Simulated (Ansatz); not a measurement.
# CH₄FGaOS: taking an electron away

An exercise on one series of results from a longer session: the logs are not shown, and one member is left open.

Program: Ansatz 0.2.0, Gaussian basis. Level of theory: unrestricted cation, the program's frozen cores in correlated methods. These are calculated values, not measurements.

Levels to be run: UKS PBE-D4/def2-TZVPP; UKS r2SCAN-D4/def2-TZVPP; UKS PBE0-D4/def2-TZVPP; UKS B3LYP-D4/def2-TZVPP; UKS wB97X-V/def2-TZVPP; UKS wB97M-V/def2-TZVPP; UKS B2PLYP/def2-TZVPP; UHF-CCSD(T)/def2-TZVPP; UHF-MP2/def2-QZVPP; extrapolation to the limit; then −ε(HOMO) from the neutral's earlier runs with LDA (SPW92), PBE-D4, revPBE-D4, BLYP-D4, r2SCAN-D4, B97M-V, PBE0-D4, B3LYP-D4, r2SCANh-D4, r2SCAN0-D4, HSE06-D4, BHLYP-D4, CAM-B3LYP-D4, LC-ωPBE, ωB97X-V, ωB97M-V.

### The relaxed structure

All runs share one geometry, relaxed beforehand with PBE0-D4 in a triple-zeta def2 set.

SMILES `C[O][Ga]([F])[SH]`, 9 atoms, charge 0, spin multiplicity 1.

Atoms are counted from 1 here; the program's logs count them from 0.

Bond lengths: C1–O2 1.413 Å, C1–H6 1.095 Å, C1–H7 1.094 Å, C1–H8 1.094 Å, O2–Ga3 1.764 Å, Ga3–F4 1.750 Å, Ga3–S5 2.169 Å, S5–H9 1.345 Å. Angles: O2–C1–H6 113.1°, O2–C1–H7 109.4°, O2–C1–H8 109.3°, H6–C1–H7 108.3°, H6–C1–H8 108.3°, H7–C1–H8 108.3°, C1–O2–Ga3 122.8°, O2–Ga3–F4 116.8°, O2–Ga3–S5 123.4°, F4–Ga3–S5 119.9°, Ga3–S5–H9 91.6°.

The first run:

Contents of in.yaml:

```yaml
crystal:
  periodic: [false, false, false]
  atoms:
    - {symbol: C, position_ang: [-0.591183, 0.038674, 1.506202]}
    - {symbol: O, position_ang: [-0.087278, 0.597855, 0.310133]}
    - {symbol: Ga, position_ang: [0.398010, -0.383767, -1.072401]}
    - {symbol: F, position_ang: [0.223392, -2.117532, -0.907702]}
    - {symbol: S, position_ang: [1.178620, 0.453947, -2.914782]}
    - {symbol: H, position_ang: [-0.666612, -1.053136, 1.471596]}
    - {symbol: H, position_ang: [0.063873, 0.311570, 2.339258]}
    - {symbol: H, position_ang: [-1.587312, 0.445977, 1.704135]}
    - {symbol: H, position_ang: [1.068489, 1.706421, -2.436440]}
basis:
  gaussian: {orbitals: def2-TZVPP}
total_charge: 1
magnetization: {spin_polarized: true, initial_magnetization: 1}
hamiltonian: {xc: pbe, dispersion: d4}
```

Launch:

```console
ansatz run in.yaml --threads 2 --pin off --events-out ev --progress --plain --max-ram 22528MiB --backend cpu
```

Steps of the session up to this table: Cation, UKS PBE-D4/def2-TZVPP; Cation, UKS r2SCAN-D4/def2-TZVPP; Cation, UKS PBE0-D4/def2-TZVPP; Cation, UKS B3LYP-D4/def2-TZVPP; Cation, UKS wB97X-V/def2-TZVPP; Cation, UKS wB97M-V/def2-TZVPP; Cation, UKS B2PLYP (frozen core)/def2-TZVPP; Cation, UHF-CCSD(T)/def2-TZVPP; Cation, UHF-MP2/def2-QZVPP.

One of the session's tables, all rows but one given; the rest of the session is left out.

For comparison, −ε(HOMO) of the neutral from earlier runs:

```
  functional  −ε(HOMO) (eV)
 LDA (SPW92)           6.78
      PBE-D4           6.62
   revPBE-D4           6.56
     BLYP-D4           6.49
   r2SCAN-D4           6.94
      B97M-V           7.01
     PBE0-D4           8.02
    B3LYP-D4           7.77
  r2SCANh-D4           7.46
  r2SCAN0-D4           8.24
    HSE06-D4           7.62
    BHLYP-D4           9.21
CAM-B3LYP-D4           9.38
     LC-ωPBE          10.77
     ωB97X-V          10.40
     ωB97M-V              ?
```

**Question.** Estimate the row for ωB97M-V.

As computed: −ε(HOMO) (eV): 10.26. In the column «−ε(HOMO) (eV)» it lies between CAM-B3LYP-D4 (9.38) and ωB97X-V (10.40).
